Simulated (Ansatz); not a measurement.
# triplet C2HBF2: levels of theory compared

We compute a comparison of 6 runs (U-r2SCAN/def2-SVPD, UBHLYP/def2-SVPD, UBLYP/def2-SVPD, RPA@PBE/def2-SVPD, RPA@PBE0/def2-SVPD, UCCSD/def2-SVPD) of triplet C2HBF2. 

Program for the calculation: Ansatz 0.2.0.

36 further runs of the same task are left out: 36 set aside as unsound or not needed.

## Step 1: The structure to begin with

C2HBF2: 6 atoms, total charge 0, spin state triplet. As SMILES of the parent species, `C#CB(F)F`. The shape is that of a PBE0-D4/def2-TZVP optimisation. That shape belongs to the parent species and isn't relaxed for this state.

Bond lengths: C1–C2 1.203 Å, C2–B3 1.521 Å, B3–F4 1.316 Å, B3–F5 1.316 Å, C1–H6 1.066 Å. Angles: C1–C2–B3 180.0°, C2–B3–F4 121.1°, C2–B3–F5 121.1°, F4–B3–F5 117.8°, C2–C1–H6 180.0°.

## Step 2: The energy at U-r2SCAN/def2-SVPD (run 1)

Input file in.yaml:

```yaml
crystal:
  periodic: [false, false, false]
  atoms:
    - {symbol: C, position_ang: [-0.883700, 0.450800, 1.253400]}
    - {symbol: C, position_ang: [-0.218600, 0.106200, 0.311700]}
    - {symbol: B, position_ang: [0.622000, -0.329200, -0.878400]}
    - {symbol: F, position_ang: [0.153600, -1.179500, -1.766600]}
    - {symbol: F, position_ang: [1.841700, 0.131700, -1.054100]}
    - {symbol: H, position_ang: [-1.473000, 0.756000, 2.087900]}
basis:
  gaussian:
    orbitals: def2-SVPD
magnetization:
  spin_polarized: true
  initial_magnetization: 2
hamiltonian:
  xc: r2scan
accuracy: high
output: {orbitals: {seedname: orbitals}}
```

Launch:

```console
$ ansatz run in.yaml --threads 1 --pin off --max-ram 3480MiB --events-out events.jsonl --progress --plain --runs-dir runs
```

What it wrote:

```text
Warning: RAYON_NUM_THREADS=1 ignored (pool sized by the plan → 1); use --threads N
Functional definition: r2SCAN
  name "r2SCAN"
  parameter k0 = 0.174
  parameter k1 = 0.065
  parameter a1 = 4.9479
  exchange = r2scan_x(k0 = k0, k1 = k1, a1 = a1)
  correlation = r2scan_c
2205 factors; integrals over basis functions are off by at most 3.2e-9 eV
mean field evaluation 1: about -8182.9228 eV, gradient 3.0e1 eV
mean field evaluation 2: about -8181.8627 eV, gradient 3.6e1 eV
mean field evaluation 4: about -8186.7401 eV, gradient 1.8e0 eV
mean field evaluation 8: about -8186.7630 eV, gradient 1.2e-1 eV
mean field evaluation 16: about -8187.1745 eV, gradient 7.6e-1 eV
mean field evaluation 32: about -8187.2028 eV, gradient 8.8e-6 eV
mean field -8187.20276947 eV, -300.8741522926 hartree, gradient 3.9e-8 eV, S^2 2.008068; 3 other end points of the search recorded, 0 dependent functions left out
reference -8187.20277369 eV, -300.8741524476 hartree; 19, 17 occupied and 95, 97 virtual orbitals, 2205 factors
Total energy: -8187.20277369 eV, -300.8741524476 hartree
```

Wall time 92 s (1 thread of Arm Neoverse V1, shared host); peak memory 0.5 GiB.

## Step 3: A single-point energy at UBHLYP/def2-SVPD (run 2)

Input file run.yaml:

```yaml
crystal:
  periodic: [false, false, false]
  atoms:
    - {symbol: C, position_ang: [-0.883700, 0.450800, 1.253400]}
    - {symbol: C, position_ang: [-0.218600, 0.106200, 0.311700]}
    - {symbol: B, position_ang: [0.622000, -0.329200, -0.878400]}
    - {symbol: F, position_ang: [0.153600, -1.179500, -1.766600]}
    - {symbol: F, position_ang: [1.841700, 0.131700, -1.054100]}
    - {symbol: H, position_ang: [-1.473000, 0.756000, 2.087900]}
basis:
  gaussian:
    orbitals: def2-SVPD
magnetization:
  spin_polarized: true
  initial_magnetization: 2
hamiltonian:
  xc: {name: BHLYP}
accuracy: high
output: {orbitals: {seedname: orbitals}}
```

Launch:

```console
$ ansatz run run.yaml --threads 1 --pin off --max-ram 3480MiB --events-out events.jsonl --progress --plain --runs-dir runs
```

What it wrote:

```text
Warning: RAYON_NUM_THREADS=1 ignored (pool sized by the plan → 1); use --threads N
Functional definition: BHLYP
  name "BHLYP"
  parameter a = 0.5
  exchange = (1 - a)*b88_x + a*exact_x
  correlation = lyp_c
2205 factors; integrals over basis functions are off by at most 3.2e-9 eV
mean field evaluation 1: about -8184.8622 eV, gradient 2.6e1 eV
mean field evaluation 2: about -8185.5237 eV, gradient 2.5e1 eV
mean field evaluation 4: about -8187.3233 eV, gradient 9.9e-1 eV
mean field evaluation 8: about -8187.3998 eV, gradient 6.5e-2 eV
mean field evaluation 16: about -8187.5292 eV, gradient 9.2e-1 eV
mean field evaluation 32: about -8187.6304 eV, gradient 2.4e0 eV
mean field -8187.74655788 eV, -300.8941361481 hartree, gradient 2.5e-8 eV, S^2 2.005833; 2 other end points of the search recorded, 0 dependent functions left out
reference -8187.74658453 eV, -300.8941371274 hartree; 19, 17 occupied and 95, 97 virtual orbitals, 2205 factors
Total energy: -8187.74658453 eV, -300.8941371274 hartree
```

Run time: 44 s. Hardware: 1 thread of Arm Neoverse V1, shared host; peak memory 0.52 GiB.

Runs 3 to 5 aren't shown in full; the table further down has their settings and results.

## Step 4: A single-point energy at UCCSD/def2-SVPD (run 6)

Input file molecule.yaml:

```yaml
crystal:
  periodic: [false, false, false]
  atoms:
    - {symbol: C, position_ang: [-0.883700, 0.450800, 1.253400]}
    - {symbol: C, position_ang: [-0.218600, 0.106200, 0.311700]}
    - {symbol: B, position_ang: [0.622000, -0.329200, -0.878400]}
    - {symbol: F, position_ang: [0.153600, -1.179500, -1.766600]}
    - {symbol: F, position_ang: [1.841700, 0.131700, -1.054100]}
    - {symbol: H, position_ang: [-1.473000, 0.756000, 2.087900]}
basis:
  gaussian:
    orbitals: def2-SVPD
magnetization:
  spin_polarized: true
  initial_magnetization: 2
correlation:
  method: ccsd
  frozen_orbitals: {B: 1, C: 1, F: 1, H: 0}
accuracy: high
scf:
  omitted_lower_state_checks: [cluster_reference, increment]
```

Launch:

```console
$ ansatz run molecule.yaml --threads 1 --pin off --max-ram 3480MiB --events-out events.jsonl --progress --plain --runs-dir runs
```

What it wrote, shortened:

```text
Warning: RAYON_NUM_THREADS=1 ignored (pool sized by the plan → 1); use --threads N
Functional definition: HF
  name "HF"
[...]
2205 factors; integrals over basis functions are off by at most 3.2e-9 eV
[...]
mean field -8151.98716117 eV, -299.5800025575 hartree, gradient 2.0e-8 eV, S^2 2.017267; 7 other end points of the search recorded, 0 dependent functions left out
5 core orbitals not correlated: weight in the atoms' cores, before any rotation towards them, 1.000 or more for the frozen orbitals, at most 0.000 for the correlated occupied ones
reference -8151.98716117 eV, -299.5800025575 hartree; 14, 12 occupied and 95, 97 virtual orbitals, 2205 factors
second order -18.05847445 eV of doubles, -0.00000000 eV of singles
cycle   1  -18.34230902 eV  change   -2.8e-1 eV  update   1.1e-1
[...]
cycle  28  -18.94424172 eV  change    1.5e-9 eV  update   2.3e-9
Total energy: -8170.93140289 eV, -300.2761906000 hartree
Checks for a lower state left out: cluster_reference, increment
```

It took 3.2 min on 1 thread of Arm Neoverse V1, shared host; peak memory 2.4 GiB.

## Step 5: Overview of the runs

| run | level | frozen core orbitals | energy (Eh) | ⟨S²⟩ | wall time |
| --- | --- | --- | --- | --- | --- |
| 1 | U-r2SCAN/def2-SVPD | – | -300.874152 | 2.008 | 92 s |
| 2 | UBHLYP/def2-SVPD | – | -300.894137 | 2.006 | 44 s |
| 3 | UBLYP/def2-SVPD | – | -300.971050 | 2.003 | 32 s |
| 4 | RPA@PBE/def2-SVPD | 5 | -300.573041 | 2.004 | 54 s |
| 5 | RPA@PBE0/def2-SVPD | 5 | -300.499468 | 2.005 | 49 s |
| 6 | UCCSD/def2-SVPD | 5 | -300.276191 | 2.017 | 3.2 min |

## Step 6: Outcome

```
                                          quantity          value
                               run 6: total energy  -300.27619 Eh
run 6: correlation energy (5 core orbitals frozen)     -696.2 mEh
          run 6: ⟨S²⟩ of the reference determinant          2.017
                              run 6: T1 diagnostic          0.016
```

In words: Totals of different functionals can't be ranked against each other. All runs together took 7.7 min, the longest 3.2 min.
